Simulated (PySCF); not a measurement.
# HCF2CF2OMe: NMR shifts at several levels of theory, part 1 of 2

Aim: compute the NMR shifts of HCF2CF2OMe (`COC(F)(F)C(F)F`) at several levels, and see how far they spread and what each costs.

The runs use PySCF 2.14.0, with density-fitted response routines of our own; the level of theory stands in each step. All values are computed, except where a source is named. Atoms count from 0, in the outputs and in this text.

## 1. The molecule as given

12 atoms, charge 0, multiplicity 1; geometry from: GFN2-xTB.

Bonds of the start (Å): C0–O1 1.44, O1–C2 1.33, C2–F3 1.36, C2–F4 1.37, C2–C5 1.55, C5–F6 1.34, C5–F7 1.34, C0–H8 1.09, C0–H9 1.09, C0–H10 1.09, C5–H11 1.10.

## 2. Optimising the geometry at PBE0-D3(BJ)/def2-SVP

The job: settings as JSON, then the geometry in Å.

```
{"job": {"xc": "PBE0", "basis": "def2-SVP", "d3": "d3bj", "grid": 1, "kind": "geom"}, "charge": 0, "multiplicity": 1}
C     -1.918523     0.136762     0.110606
O     -0.562564     0.608017     0.060690
C      0.376993    -0.331035     0.163356
F      0.247696    -1.311998    -0.765130
F      0.308985    -0.996150     1.359110
C      1.770036     0.333221     0.067727
F      1.886385     0.984280    -1.100582
F      2.739277    -0.593559     0.113778
H     -2.528828     1.030615     0.026177
H     -2.108601    -0.366988     1.059807
H     -2.117348    -0.539484    -0.722013
H      1.907690     1.045631     0.894603
```

Log:

```text
step   0  E = -590.28283153  max force = 0.013580
step   1  E = -590.28353269  max force = 0.008693
step   2  E = -590.28388373  max force = 0.003652
step   3  E = -590.28397577  max force = 0.001261
step   4  E = -590.28400456  max force = 0.000512
step   5  E = -590.28402033  max force = 0.000697
step   6  E = -590.28403175  max force = 0.000843
step   7  E = -590.28405160  max force = 0.000677
step   8  E = -590.28406602  max force = 0.000315
optimisation converged
```

It took 49 s on 1 thread, shared host.

The steps of the relaxation:

```tsv
step	energy from step 0 (eV)	largest force component (eV/Å)
0	0.0000	0.6983
1	-0.0191	0.4470
2	-0.0286	0.1878
3	-0.0311	0.0648
4	-0.0319	0.0263
5	-0.0323	0.0358
6	-0.0327	0.0433
7	-0.0332	0.0348
8	-0.0336	0.0162
```

Close pairs (by a distance rule), those that changed most:

```tsv
bond	before (Å)	after (Å)	change (Å)
C0–O1	1.436	1.419	-0.018
C2–C5	1.546	1.530	-0.016
C2–F4	1.370	1.354	-0.016
C0–H8	1.086	1.096	+0.010
C2–F3	1.357	1.348	-0.009
C0–H9	1.091	1.100	+0.009
C0–H10	1.091	1.100	+0.009
O1–C2	1.332	1.340	+0.008
```

The final coordinates are the input of the step that follows.

```tsv
at the end point	value
point group (found at 0.08 Å tolerance)	C1
rotational constants (GHz, main isotopes)	3.362, 1.622, 1.387
dipole moment (D)	2.61
```

## 3. Shielding tensors: mPW1PW91/pcSseg-1

The job: settings as JSON, then the geometry in Å.

```
{"job": {"kind": "nmr", "xc": "mPW1PW91", "basis": "pcSseg-1", "pop": false}, "charge": 0, "multiplicity": 1}
C     -1.877325    -0.236412    -0.107310
O     -0.668479     0.473089     0.112585
C      0.450835    -0.262708     0.160545
F      0.617644    -1.002932    -0.953026
F      0.426204    -1.139457     1.192199
C      1.645386     0.673945     0.350838
F      1.748723     1.480929    -0.713962
F      2.763830    -0.057216     0.452727
H     -2.678960     0.510448    -0.093226
H     -2.049413    -0.974770     0.690381
H     -1.861372    -0.742918    -1.083303
H      1.510700     1.278483     1.263839
```

Level: GIAO mPW1PW91/pcSseg-1 NMR shielding, non-relativistic, gas phase.

Log:

```text
coarse grid: 11168 points
cycle   1  E = -590.8521184968  dE =  1.312e+00  |g| = 1.085e+00  |ddm| = 2.906e+00
cycle   2  E = -590.6394745862  dE =  2.126e-01  |g| = 1.623e+00  |ddm| = 1.300e+00
cycle   3  E = -591.0412173028  dE = -4.017e-01  |g| = 5.416e-02  |ddm| = 8.039e-01
cycle   4  E = -591.0415313256  dE = -3.140e-04  |g| = 3.305e-02  |ddm| = 5.013e-02
cycle   5  E = -591.0416797205  dE = -1.484e-04  |g| = 1.084e-02  |ddm| = 2.339e-02
cycle   6  E = -591.0416978836  dE = -1.816e-05  |g| = 1.845e-03  |ddm| = 5.920e-03
cycle   7  E = -591.0416983357  dE = -4.521e-07  |g| = 5.315e-04  |ddm| = 1.207e-03
final grid: 112736 points
cycle   8  E = -591.1255196841  dE = -4.793e-05  |g| = 7.349e-03  |ddm| = 1.893e-02
cycle   9  E = -591.1255124001  dE =  7.284e-06  |g| = 1.006e-02  |ddm| = 8.478e-03
cycle  10  E = -591.1255288875  dE = -1.649e-05  |g| = 5.915e-04  |ddm| = 4.978e-03
cycle  11  E = -591.1255289468  dE = -5.922e-08  |g| = 2.631e-04  |ddm| = 5.513e-04
cycle  12  E = -591.1255289591  dE = -1.229e-08  |g| = 7.138e-05  |ddm| = 1.813e-04
cycle  13  E = -591.1255289597  dE = -6.701e-10  |g| = 1.716e-05  |ddm| = 3.977e-05
converged SCF energy = -591.1255289597

GIAO shielding tensors (ppm)
atom      isotropic    diamagn.    paramagn.     s11        s22        s33       span
  0 C      134.302     243.971    -109.670    107.254    112.607    183.043     75.789
  1 O      251.997     399.276    -147.279    189.433    259.756    306.803    117.370
  2 C       62.185     242.140    -179.955     44.538     69.425     72.592     28.055
  3 F      302.173     475.447    -173.273    197.623    330.362    378.536    180.913
  4 F      290.139     474.887    -184.748    182.503    313.259    374.653    192.150
  5 C       71.212     238.853    -167.641     54.839     76.262     82.537     27.698
  6 F      328.919     470.891    -141.972    226.904    351.642    408.212    181.308
  7 F      332.270     467.721    -135.451    230.288    355.809    410.715    180.427
  8 H       27.768      27.913      -0.144     23.713     25.604     33.988     10.275
  9 H       27.629      28.412      -0.783     22.985     25.987     33.916     10.931
 10 H       27.570      28.746      -1.175     22.849     26.059     33.803     10.954
 11 H       25.900      26.946      -1.046     23.954     24.854     28.893      4.939
```

Run time: 11 s. Hardware: 1 thread, shared host.

The references, computed at this level on geometries of the same kind, shield at (ppm): 1H TMS 31.32, 13C TMS 183.5, 19F CFCl3 177.9, 17O H2O 333.3. Their shielding less the atom's gives the shift. The references are single molecules in the gas phase, so shifts against H2O, NH3, PH3, H3PO4 or CFCl3 are not on the usual liquid scales and can be off by tens of ppm. Atoms listed in one row are averaged.

```tsv
atoms	environment	σ (ppm)	δ (ppm)
C2	fully substituted sp3 carbon bonded to 2 F and O	62.2	121.4
C5	sp3 CH bonded to 2 F	71.2	112.3
C0	methyl carbon bonded to O	134.3	49.2
H11	hydrogen on an sp3 CH bonded to 2 F	25.90	5.42
H8, H9, H10	hydrogen on a methyl carbon bonded to O	27.66	3.66
O1	ether oxygen	252.0	81.3
F3, F4	fluorine of a CF2 group	296.2	-118.3
F6, F7	fluorine of a CF2 group	330.6	-152.7
```

## 4. Nuclear shieldings: CAM-B3LYP/pcSseg-1

Same as in step 3 but for these lines:

```diff
@@ -1,2 +1,2 @@
-{"job": {"kind": "nmr", "xc": "mPW1PW91", "basis": "pcSseg-1", "pop": false}, "charge": 0, "multiplicity": 1}
+{"job": {"kind": "nmr", "xc": "CAM-B3LYP", "basis": "pcSseg-1", "pop": false}, "charge": 0, "multiplicity": 1}
 C     -1.877325    -0.236412    -0.107310
```

Level: GIAO CAM-B3LYP/pcSseg-1 NMR shielding, non-relativistic, gas phase.

Log:

```text
coarse grid: 11168 points
cycle   1  E = -590.7872382088  dE =  1.427e+00  |g| = 1.178e+00  |ddm| = 2.868e+00
cycle   2  E = -590.6742948437  dE =  1.129e-01  |g| = 1.529e+00  |ddm| = 1.257e+00
cycle   3  E = -591.0180350675  dE = -3.437e-01  |g| = 5.770e-02  |ddm| = 6.937e-01
cycle   4  E = -591.0184389808  dE = -4.039e-04  |g| = 3.190e-02  |ddm| = 4.521e-02
cycle   5  E = -591.0185751385  dE = -1.362e-04  |g| = 1.113e-02  |ddm| = 2.158e-02
cycle   6  E = -591.0185945600  dE = -1.942e-05  |g| = 2.059e-03  |ddm| = 6.408e-03
cycle   7  E = -591.0185953720  dE = -8.120e-07  |g| = 6.614e-04  |ddm| = 1.773e-03
final grid: 112736 points
cycle   8  E = -591.1061535060  dE = -3.508e-05  |g| = 5.991e-03  |ddm| = 1.253e-02
cycle   9  E = -591.1061519101  dE =  1.596e-06  |g| = 7.048e-03  |ddm| = 5.926e-03
cycle  10  E = -591.1061588390  dE = -6.929e-06  |g| = 3.453e-04  |ddm| = 3.031e-03
cycle  11  E = -591.1061588567  dE = -1.775e-08  |g| = 1.950e-04  |ddm| = 3.240e-04
cycle  12  E = -591.1061588645  dE = -7.760e-09  |g| = 2.727e-05  |ddm| = 1.147e-04
cycle  13  E = -591.1061588646  dE = -1.055e-10  |g| = 1.407e-05  |ddm| = 2.438e-05
converged SCF energy = -591.1061588646

GIAO shielding tensors (ppm)
atom      isotropic    diamagn.    paramagn.     s11        s22        s33       span
  0 C      133.026     242.923    -109.898    105.591    110.529    182.958     77.367
  1 O      254.190     400.147    -145.957    189.134    262.707    310.728    121.593
  2 C       58.984     242.013    -183.029     41.268     66.029     69.656     28.388
  3 F      304.721     476.238    -171.517    198.308    333.871    381.984    183.676
  4 F      291.971     475.611    -183.640    182.462    315.850    377.601    195.138
  5 C       67.811     238.664    -170.853     52.038     72.825     78.570     26.533
  6 F      330.222     471.599    -141.377    226.386    353.405    410.875    184.489
  7 F      333.769     468.319    -134.550    230.029    357.820    413.458    183.429
  8 H       27.720      27.904      -0.184     23.648     25.598     33.913     10.265
  9 H       27.590      28.449      -0.859     22.949     25.958     33.863     10.914
 10 H       27.530      28.789      -1.258     22.808     26.030     33.753     10.945
 11 H       25.892      27.109      -1.217     23.933     24.867     28.876      4.943
```

It took 16 s on 1 thread, shared host.

This run: δ C2 123.5, C5 114.6, C0 49.4, O1 84.4, H11 5.44, H8 3.71 ppm (means over like atoms).

## 5. Shielding tensors: LDA/pcSseg-1

Same as in step 4 but for these lines:

```diff
@@ -1,2 +1,2 @@
-{"job": {"kind": "nmr", "xc": "CAM-B3LYP", "basis": "pcSseg-1", "pop": false}, "charge": 0, "multiplicity": 1}
+{"job": {"kind": "nmr", "xc": "LDA", "basis": "pcSseg-1", "pop": false}, "charge": 0, "multiplicity": 1}
 C     -1.877325    -0.236412    -0.107310
```

Method: GIAO LDA/pcSseg-1 NMR shielding, non-relativistic, gas phase.

Log:

```text
coarse grid: 11168 points
cycle   1  E = -586.9542332035  dE =  1.180e+00  |g| = 1.030e+00  |ddm| = 2.966e+00
cycle   2  E = -586.4668039842  dE =  4.874e-01  |g| = 2.052e+00  |ddm| = 1.703e+00
cycle   3  E = -587.1199730006  dE = -6.532e-01  |g| = 1.115e-01  |ddm| = 1.168e+00
cycle   4  E = -587.1216944488  dE = -1.721e-03  |g| = 6.812e-02  |ddm| = 1.147e-01
cycle   5  E = -587.1223298767  dE = -6.354e-04  |g| = 2.167e-02  |ddm| = 4.518e-02
cycle   6  E = -587.1223982555  dE = -6.838e-05  |g| = 6.645e-03  |ddm| = 1.733e-02
cycle   7  E = -587.1224059866  dE = -7.731e-06  |g| = 1.831e-03  |ddm| = 5.070e-03
final grid: 112736 points
cycle   8  E = -587.1709359976  dE = -5.359e-05  |g| = 7.895e-03  |ddm| = 1.907e-02
cycle   9  E = -587.1709116513  dE =  2.435e-05  |g| = 1.487e-02  |ddm| = 1.260e-02
cycle  10  E = -587.1709455076  dE = -3.386e-05  |g| = 1.206e-03  |ddm| = 8.411e-03
cycle  11  E = -587.1709457392  dE = -2.315e-07  |g| = 4.136e-04  |ddm| = 9.157e-04
cycle  12  E = -587.1709457674  dE = -2.822e-08  |g| = 1.142e-04  |ddm| = 2.715e-04
cycle  13  E = -587.1709457695  dE = -2.124e-09  |g| = 2.894e-05  |ddm| = 8.327e-05
cycle  14  E = -587.1709457697  dE = -1.642e-10  |g| = 5.616e-06  |ddm| = 2.228e-05
converged SCF energy = -587.1709457697

GIAO shielding tensors (ppm)
atom      isotropic    diamagn.    paramagn.     s11        s22        s33       span
  0 C      130.964     245.427    -114.463    100.098    107.935    184.861     84.764
  1 O      242.348     399.066    -156.718    175.742    253.213    298.089    122.347
  2 C       50.596     244.020    -193.424     30.564     58.617     62.608     32.044
  3 F      285.856     475.484    -189.628    179.395    314.543    363.628    184.233
  4 F      270.846     474.866    -204.021    161.127    294.284    357.125    195.998
  5 C       59.425     239.787    -180.362     39.599     66.735     71.941     32.343
  6 F      310.554     470.542    -159.988    206.419    325.474    399.768    193.349
  7 F      315.206     467.197    -151.992    210.117    331.935    403.565    193.448
  8 H       27.200      27.636      -0.437     23.231     25.089     33.279     10.049
  9 H       27.032      28.115      -1.083     22.344     25.274     33.478     11.134
 10 H       26.978      28.471      -1.493     22.195     25.375     33.364     11.169
 11 H       25.123      26.693      -1.571     23.206     24.221     27.941      4.735
```

Run time: 13 s. Hardware: 1 thread, shared host.

Key values: δ C2 130.1, C5 121.3, C0 49.8, O1 100.4, H11 5.71, H8 3.76 ppm (means over like atoms).

(Continued in part 2 of 2.)
